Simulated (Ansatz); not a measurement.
This script makes relaxations under a series of pressures of Hg₃Pt, space group Pm-3m with Ansatz 0.2.0 through its Python package.

Script `compress.py`:
```python
import ansatz as az
import numpy as np
import pandas as pd

def edges_and_angles(cell):
    cell = np.asarray(cell)
    a, b, c = np.linalg.norm(cell, axis=1)
    cosines = cell[1] @ cell[2] / (b * c), cell[0] @ cell[2] / (a * c), cell[0] @ cell[1] / (a * b)
    return (a, b, c, *np.degrees(np.arccos(cosines)))

lattice = az.Lattice.of(
    (4.344221, 0.0, 0.0),
    (0.0, 4.344221, 0.0),
    (0.0, 0.0, 4.344221),
)
sites = [
    ("Hg", (0.0, 0.5, 0.5)),
    ("Hg", (0.5, 0.0, 0.5)),
    ("Hg", (0.5, 0.5, 0.0)),
    ("Pt", (0.0, 0.0, 0.0)),
]
crystal = az.Crystal(lattice=lattice)
for symbol, position in sites:
    crystal = crystal.atom(symbol, position)

base = (
    crystal.calculation()
    .functional("LDA")
    .kpoints(5, 5, 5, center="gamma")
    .occupations("Methfessel-Paxton", width=0.15)
)

rows = []
for pressure in [-2, 0, 2, 5, 10]:
    outcome = base.relax(cell=True, pressure=pressure).run(threads=1)
    cell = outcome.lattice.cell_ang
    n_atoms = len(outcome.lattice.sites)
    volume = abs(np.linalg.det(cell)) / n_atoms
    enthalpy = outcome.report["free_energy_ev"] / n_atoms + pressure * volume / 160.21766
    rows.append((pressure, volume, enthalpy, *edges_and_angles(cell)))
    print(f"{pressure} GPa done: {volume:.4f} A^3/atom")

table = pd.DataFrame(rows, columns=["P_GPa", "V_A3_atom", "H_eV_atom", "a", "b", "c", "alpha", "beta", "gamma"])
print(table.round(4).to_string(index=False))
p, v = np.array([row[0] for row in rows], float), np.array([row[1] for row in rows])
print("mean bulk modulus between rows (GPa):", np.round(-np.diff(p) / np.diff(np.log(v)), 1))
```

From its runs, with one value withheld:

| P (GPa) | relaxed V (Å³/atom) |
| --- | --- |
| -2 | 18.606 |
| 0 | 18.328 |
| 2 | 18.067 |
| 5 | ? |
| 10 | 17.241 |

What volume does the cell relax to at 5 GPa?

Murnaghan's form V = V0 (1 + B' P / B0)^(-1/B') through the 4 rows shown gives V0 = 18.325 Å³, B0 = 136.9 GPa and B' = 5.74, and so 17.727 Å³ an atom at 5 GPa. The run gave 17.726 Å³, 0.01 % away.

Notes:
- The run is spin-unpolarised.
- At a fixed pressure a relaxation lowers the enthalpy F + PV, while F alone can rise.
- For a metal this k-point mesh is coarse: on a finer one energies can move by several to tens of meV an atom and pressures by half a GPa or more, differences at one mesh by less.
- Spin-orbit coupling, which matters for elements this heavy, is left out.
- This cell is a computed structure, which may not be the phase found in nature.
- Symmetry holds the cell in this phase, whether or not it is the stable one at each pressure.
- It ran for 38 s on 1 thread of Intel(R) Xeon(R) Processor @ 2.30GHz, on a shared host, peak memory 0.58 GiB.
